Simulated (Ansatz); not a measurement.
# CH5BrClNSi: the cost of one run

Program: Ansatz 0.2.0. Level of theory: RKS r2SCANh/def2-SVP. These are calculated values, not measurements.

### 1 The starting structure

Bond lengths: N1–Si2 1.674 Å, Si2–Br3 2.221 Å, Si2–C4 1.905 Å, C4–Cl5 1.724 Å, N1–H6 1.034 Å, N1–H7 1.060 Å, Si2–H8 1.443 Å, C4–H9 1.019 Å, C4–H10 1.124 Å. Angles (14 of 15 angles, heavy atoms first): N1–Si2–Br3 106.6°, N1–Si2–C4 112.9°, Br3–Si2–C4 110.6°, Si2–C4–Cl5 110.1°, N1–Si2–H8 107.8°, Br3–Si2–H8 106.8°, C4–Si2–H8 111.7°, Si2–N1–H6 110.7°, Si2–N1–H7 107.0°, Si2–C4–H9 110.8°, Si2–C4–H10 106.6°, Cl5–C4–H9 110.7°, Cl5–C4–H10 108.4°, H6–N1–H7 99.4°.

Structure file:

```xyz
10

N    -1.2728    0.4551    0.9139
Si   -0.4618   -0.1055   -0.4390
Br   -0.3289    1.6013   -1.8532
C     1.2734   -0.7801   -0.0357
Cl    2.1805    0.3991    0.8360
H    -0.7670    1.2492    1.3405
H    -2.1360    0.9646    0.5687
H    -1.2905   -1.1054   -1.0683
H     1.7617   -1.0538   -0.8876
H     1.1245   -1.6757    0.6277
```

### 2 Relaxing end A

File input.yaml:

```yaml
crystal:
  periodic: [false, false, false]
  atoms:
    - { symbol: "N", position_ang: [-1.2728, 0.4551, 0.9139] }
    - { symbol: Si, position_ang: [-0.4618, -0.1055, -0.439] }
    - { symbol: Br, position_ang: [-0.3289, 1.6013, -1.8532] }
    - { symbol: C, position_ang: [1.2734, -0.7801, -0.0357] }
    - { symbol: Cl, position_ang: [2.1805, 0.3991, 0.836] }
    - { symbol: H, position_ang: [-0.767, 1.2492, 1.3405] }
    - { symbol: H, position_ang: [-2.136, 0.9646, 0.5687] }
    - { symbol: H, position_ang: [-1.2905, -1.1054, -1.0683] }
    - { symbol: H, position_ang: [1.7617, -1.0538, -0.8876] }
    - { symbol: H, position_ang: [1.1245, -1.6757, 0.6277] }
basis:
  gaussian: { orbitals: def2-SVP }
hamiltonian:
  xc: r2scanh
relax:
  f_tol: 0.015
  max_steps: 40
```

On the command line:

```bash
$ ansatz run input.yaml --threads 2 --pin off --max-ram 3072MiB --backend cpu --events-out ev --progress --plain --runs-dir out
```

What time and memory should one allow on 2 threads of Intel Xeon 6975P-C (Granite Rapids), shared host?

About 34 s, with a peak of 0.38 GiB.
